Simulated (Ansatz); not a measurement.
# NaAg (rocksalt type): the cost of one run

Program: Ansatz 0.2.0. Level of theory: DFT LDA, with the methods named in each step. These are calculated values, not measurements.

## Step 1: The structure to begin with

Symmetry: Fm-3m, No. 225, cubic system. Conventional cell: a = 5.765 Å, b = 5.765 Å, c = 5.765 Å, α = 90.00°, β = 90.00°, γ = 90.00°. Around Na (site symmetry m-3m) lie 6 Ag at 2.88 Å. Ag (site symmetry m-3m) is surrounded by 6 Na at 2.88 Å.

Structure file:

```cif
data_structure
_symmetry_space_group_name_H-M 'P 1'
_symmetry_Int_Tables_number 1
_cell_length_a 4.0762
_cell_length_b 4.0762
_cell_length_c 4.0762
_cell_angle_alpha 60.000
_cell_angle_beta 60.000
_cell_angle_gamma 60.000
_cell_volume 47.89
loop_
_atom_site_label
_atom_site_type_symbol
_atom_site_fract_x
_atom_site_fract_y
_atom_site_fract_z
_atom_site_occupancy
Na1 Na 0.00000 0.00000 0.00000 1
Ag1 Ag 0.50000 0.50000 0.50000 1
```

An invented auride-like structure; its stability wasn't tested.

Atoms are numbered in the order of the input: Na1, Ag2.

## Step 2: The relaxed cell, LAPW

Contents of input.yaml:

```yaml
crystal:
  lattice:
    - [0.0, 2.882280451, 2.882280451]
    - [2.882280451, 0.0, 2.882280451]
    - [2.882280451, 2.882280451, 0.0]
  atoms:
    - { symbol: Na, position: [0.0, 0.0, 0.0] }
    - { symbol: Ag, position: [0.5, 0.5, 0.5] }
kpoints:
  mp_grid: { grid: [12, 12, 12] }
  band_path:
    path:
      - [0.0, 0.0, 0.0]
      - [0.5, 0.0, 0.5]
      - [0.625, 0.25, 0.625]
      - [0.375, 0.375, 0.75]
      - [0.0, 0.0, 0.0]
      - [0.5, 0.5, 0.5]
      - [0.5, 0.25, 0.75]
      - [0.5, 0.0, 0.5]
    npoints: 14
scf:
  occupations: { method: fermi_dirac, width: 0.05 }
hamiltonian:
  xc: lda
  pseudopotentials: { kind: all_electron, lapw: { basis_error: 0.0005 } }
output:
  forces: true
  stress: true
  eigenvalues: true
  populations: true
  dos: { projected: true, de: 0.2, e_range: [-14, 8] }
```

Launch:

```console
> ansatz run input.yaml --threads 1 --pin off --max-ram 2048MiB --backend cpu --events-out ev --progress --plain --runs-dir out
```

What time and memory should one allow on 1 thread of Arm Neoverse N1, shared host?

About 34 s, with a peak of 0.4 GiB.
